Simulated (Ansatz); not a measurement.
# Ga2H2: the cost of one run

The runs use Ansatz 0.2.0, Gaussian basis; cc-pVTZ, core rule «outside noble gas», up to 28 orbitals frozen.

The runs, in order: UHF; CCSD(T) on ROHF; CCSD(T) on UHF; BCCD(T) on ROHF; CCSDT(Q) on ROHF; CCSDT(Q) on UHF.

16 further runs of the same task are left out: 10 for a known fault of the program, 6 set aside as unsound or not needed.

### 1 The geometry

The geometry is a PBE0/def2-TZVP stationary point (not a proven minimum) of the parent state, kept for this charge and spin. No spin-orbit coupling is included. The filled d shell of Ga may be among the frozen orbitals whatever the setting's name suggests; the logs give the count.

4 atoms, charge 1, spin multiplicity 4.

Atoms are counted from 1 here; the program's logs count them from 0.

Bond lengths: Ga1–Ga2 2.482 Å, Ga1–H3 1.564 Å, Ga1–H4 1.564 Å. Angles: Ga2–Ga1–H3 114.7°, Ga2–Ga1–H4 114.7°, H3–Ga1–H4 130.7°.

### 2 UHF

Contents of in.yaml:

```yaml
crystal:
  periodic: [false, false, false]
  atoms:
    - {symbol: Ga, position_ang: [0.000000, 0.000000, -1.214166]}
    - {symbol: Ga, position_ang: [0.000000, 0.000000, 1.268134]}
    - {symbol: H, position_ang: [0.000000, 1.421600, -1.866566]}
    - {symbol: H, position_ang: [0.000000, -1.421600, -1.866566]}
basis:
  gaussian: {orbitals: cc-pVTZ}
total_charge: 1
magnetization: {spin_polarized: true, initial_magnetization: 3}
hamiltonian: {xc: hf}
output: {orbitals: {seedname: orbitals}}
```

Launch:

```console
$ ansatz run in.yaml --threads 1 --pin off --events-out ev --progress --plain --max-ram 4096MiB --backend cpu
```

Q: Estimate wall time and peak memory on 1 thread of AMD EPYC 7R13, shared host.

About 15 s, with a peak of 0.28 GiB.
